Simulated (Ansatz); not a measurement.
# Si2H4ClF (SMILES F[SiH]([SiH3])Cl): wB97X/def2-SVP

What is the electronic atomisation energy of Si2H4ClF at wB97X/def2-SVP? 

Program for the calculation: Ansatz 0.2.0.

68 further runs of the same task are left out: 68 set aside as unsound or not needed. Runs told in other sessions of the task aren't counted.

### 1 The molecule

Si2H4ClF has 8 atoms, charge 0, and is taken as a singlet. SMILES: `F[SiH]([SiH3])Cl`. Geometry: relaxed at PBE0-D4/def2-TZVP.

Bond lengths: F1–Si2 1.597 Å, Si2–Si3 2.339 Å, Si2–Cl4 2.049 Å, Si2–H5 1.481 Å, Si3–H6 1.487 Å, Si3–H7 1.486 Å, Si3–H8 1.485 Å. Some angles: F1–Si2–Si3 109.8°, F1–Si2–Cl4 107.9°, Si3–Si2–Cl4 109.0°, F1–Si2–H5 107.2°, Si3–Si2–H5 115.4°, Cl4–Si2–H5 107.3°, Si2–Si3–H6 110.0°, Si2–Si3–H7 108.3°, Si2–Si3–H8 109.2°, H6–Si3–H7 109.5°.

### 2 A single-point energy at wB97X/def2-SVP

Input file job.yaml:

```yaml
basis:
  gaussian: {orbitals: def2-SVP}
crystal:
  periodic: [false, false, false]
  atoms:
    - {symbol: F, position_ang: [-1.329000, 1.796800, 0.161200]}
    - {symbol: Si, position_ang: [-0.382900, 0.812800, -0.667700]}
    - {symbol: Si, position_ang: [0.539000, -0.793000, 0.761300]}
    - {symbol: Cl, position_ang: [-1.534100, -0.130100, -2.075900]}
    - {symbol: H, position_ang: [0.596600, 1.655400, -1.392300]}
    - {symbol: H, position_ang: [1.355700, -0.131100, 1.812300]}
    - {symbol: H, position_ang: [1.403500, -1.693800, -0.044400]}
    - {symbol: H, position_ang: [-0.556600, -1.574100, 1.389600]}
hamiltonian: {xc: {name: wB97X}}
accuracy: high
output: {orbitals: {seedname: orbitals}}
```

The run is started by

```sh
$ ansatz run job.yaml --threads 1 --pin off --max-ram 3480MiB --events-out events.jsonl --progress --plain --runs-dir runs
```

The program printed:

```text
Warning: RAYON_NUM_THREADS=1 ignored (pool sized by the plan → 1); use --threads N
Functional definition: wB97X
  name "wB97X"
  parameter omega = 0.3/bohr
  parameter cx = 0.157706
  parameter cx1 = 0.726479
  parameter cx2 = 1.04760
  parameter cx3 = -5.70635
  parameter cx4 = 13.2794
  parameter css1 = -4.33879
  parameter css2 = 18.2308
  parameter css3 = -31.7430
  parameter css4 = 17.2901
  parameter cos1 = 2.37031
  parameter cos2 = -11.3995
  parameter cos3 = 6.58405
  parameter cos4 = -3.78132
  exchange = spin_sum(e_x_unif_sr(omega)*poly(b97_u_x, 1 - cx, cx1, cx2, cx3, cx4)) + cx*exact_x_sr(omega)
      + exact_x_lr(omega)
  correlation = spin_sum(e_c_pw_same_spin*poly(b97_u_same, 1, css1, css2, css3, css4))
      + integral(e_c_pw_opposite_spin*poly(b97_u_opposite, 1, cos1, cos2, cos3, cos4))
1801 factors; integrals over basis functions are off by at most 5.2e-9 eV
384 factors; integrals over basis functions are off by at most 2.1e-9 eV
mean field evaluation 1: about -31048.7465 eV, gradient 3.1e1 eV
mean field evaluation 2: about -31048.8365 eV, gradient 3.4e1 eV
mean field evaluation 4: about -31050.5393 eV, gradient 9.3e-1 eV
mean field evaluation 8: about -31050.6413 eV, gradient 3.6e-2 eV
mean field evaluation 16: about -31050.6413 eV, gradient 2.2e-5 eV
mean field -31050.64133339 eV, -1141.0900221214 hartree, gradient 5.5e-8 eV, S^2 0.000000; 0 other end points of the search recorded, 0 dependent functions left out
reference -31050.64133045 eV, -1141.0900220134 hartree; 29, 29 occupied and 59, 59 virtual orbitals, 1801 factors
Total energy: -31050.64133045 eV, -1141.0900220134 hartree
```

Wall time 28 s (1 thread of Intel Xeon Platinum 8259CL at 2.50GHz (Skylake/Cascade Lake), shared host); peak memory 0.54 GiB.

### 3 The Cl atom

Input file in.yaml:

```yaml
crystal:
  periodic: [false, false, false]
  atoms:
    - {symbol: Cl, position_ang: [0.000000, 0.000000, 0.000000]}
basis:
  gaussian:
    orbitals: def2-SVP
magnetization:
  spin_polarized: true
  initial_magnetization: 1
hamiltonian:
  xc: {name: wB97X}
accuracy: high
```

The run is started by

```sh
$ ansatz run in.yaml --threads 1 --pin off --max-ram 3480MiB --events-out events.jsonl --progress --plain --runs-dir runs
```

The program printed:

```text
Warning: RAYON_NUM_THREADS=1 ignored (pool sized by the plan → 1); use --threads N
[... 17 set-up lines as earlier in the session ...]
      + exact_x_lr(omega)
[... 1 set-up line as earlier in the session ...]
      + integral(e_c_pw_opposite_spin*poly(b97_u_opposite, 1, cos1, cos2, cos3, cos4))
134 factors; integrals over basis functions are off by at most 2.6e-9 eV
54 factors; integrals over basis functions are off by at most 2.1e-9 eV
mean field evaluation 1: about -12516.9233 eV, gradient 2.7e0 eV
mean field evaluation 2: about -12516.9682 eV, gradient 6.1e-1 eV
mean field evaluation 4: about -12516.9691 eV, gradient 6.2e-1 eV
mean field evaluation 8: about -12516.9717 eV, gradient 1.6e-3 eV
mean field evaluation 16: about -12516.9717 eV, gradient 8.0e-9 eV
mean field -12516.97166464 eV, -459.9902243673 hartree, gradient 7.7e-9 eV, S^2 0.752072; 0 other end points of the search recorded, 0 dependent functions left out
reference -12516.97166380 eV, -459.9902243366 hartree; 9, 8 occupied and 9, 10 virtual orbitals, 134 factors
Total energy: -12516.97166380 eV, -459.9902243366 hartree
```

Run time: 3.9 s. Hardware: 1 thread of Intel Xeon Platinum 8259CL at 2.50GHz (Skylake/Cascade Lake), shared host; peak memory 0.19 GiB.

### 4 The F atom at the same level

Input file run.yaml:

```yaml
crystal:
  periodic: [false, false, false]
  atoms:
    - {symbol: F, position_ang: [0.000000, 0.000000, 0.000000]}
basis:
  gaussian:
    orbitals: def2-SVP
total_charge: 0
magnetization:
  spin_polarized: true
  initial_magnetization: 1
hamiltonian:
  xc: {name: wB97X}
accuracy: high
```

Run the same way, it converges to -99.61884 Eh (log not shown).

### 5 The H atom, same level

Input file job.yaml:

```yaml
basis:
  gaussian:
    orbitals: def2-SVP
crystal:
  periodic: [false, false, false]
  atoms:
    - {symbol: H, position_ang: [0.000000, 0.000000, 0.000000]}
magnetization:
  spin_polarized: true
  initial_magnetization: 1
hamiltonian:
  xc: {name: wB97X}
accuracy: high
```

Run the same way, it converges to -0.50060 Eh (log not shown).

### 6 The Si atom at the same level

Input file molecule.yaml:

```yaml
crystal:
  periodic: [false, false, false]
  atoms:
    - {symbol: Si, position_ang: [0.000000, 0.000000, 0.000000]}
basis:
  gaussian: {orbitals: def2-SVP}
accuracy: high
magnetization: {spin_polarized: true, initial_magnetization: 2}
hamiltonian: {xc: {name: wB97X}}
```

The run is started by

```sh
$ ansatz run molecule.yaml --threads 1 --pin off --max-ram 3480MiB --events-out events.jsonl --progress --plain --runs-dir runs
```

The program printed:

```text
Warning: RAYON_NUM_THREADS=1 ignored (pool sized by the plan → 1); use --threads N
[... 17 set-up lines as earlier in the session ...]
      + exact_x_lr(omega)
[... 1 set-up line as earlier in the session ...]
      + integral(e_c_pw_opposite_spin*poly(b97_u_opposite, 1, cos1, cos2, cos3, cos4))
134 factors; integrals over basis functions are off by at most 2.5e-9 eV
71 factors; integrals over basis functions are off by at most 1.1e-9 eV
mean field evaluation 1: about -7871.1552 eV, gradient 2.1e0 eV
mean field evaluation 2: about -7871.2078 eV, gradient 6.5e-1 eV
mean field evaluation 4: about -7871.2139 eV, gradient 8.7e-2 eV
mean field evaluation 8: about -7871.2140 eV, gradient 4.5e-4 eV
mean field evaluation 16: about -7871.2140 eV, gradient 7.5e-9 eV
mean field -7871.21402733 eV, -289.2617802039 hartree, gradient 7.5e-9 eV, S^2 2.004204; 0 other end points of the search recorded, 0 dependent functions left out
reference -7871.21402627 eV, -289.2617801647 hartree; 8, 6 occupied and 10, 12 virtual orbitals, 134 factors
Total energy: -7871.21402627 eV, -289.2617801647 hartree
```

Wall time 2.9 s (1 thread of Intel Xeon Platinum 8259CL at 2.50GHz (Skylake/Cascade Lake), shared host); peak memory 0.21 GiB.

### 7 What came out

Level: wB97X/def2-SVP.

```
                     quantity           value
       molecule: total energy  -1141.09002 Eh
        molecule: HOMO energy       -10.64 eV
        molecule: LUMO energy         1.83 eV
      molecule: HOMO–LUMO gap        12.47 eV
        Cl atom: total energy   -459.99022 Eh
                Cl atom: ⟨S²⟩           0.752
         F atom: total energy    -99.61884 Eh
                 F atom: ⟨S²⟩           0.751
         H atom: total energy     -0.50060 Eh
                 H atom: ⟨S²⟩           0.750
        Si atom: total energy   -289.26178 Eh
                Si atom: ⟨S²⟩           2.004
electronic atomisation energy       25.986 eV
```

What this shows: Taking the molecule apart into free atoms costs 25.99 eV (2507 kJ/mol), before zero-point energy and without spin-orbit coupling.
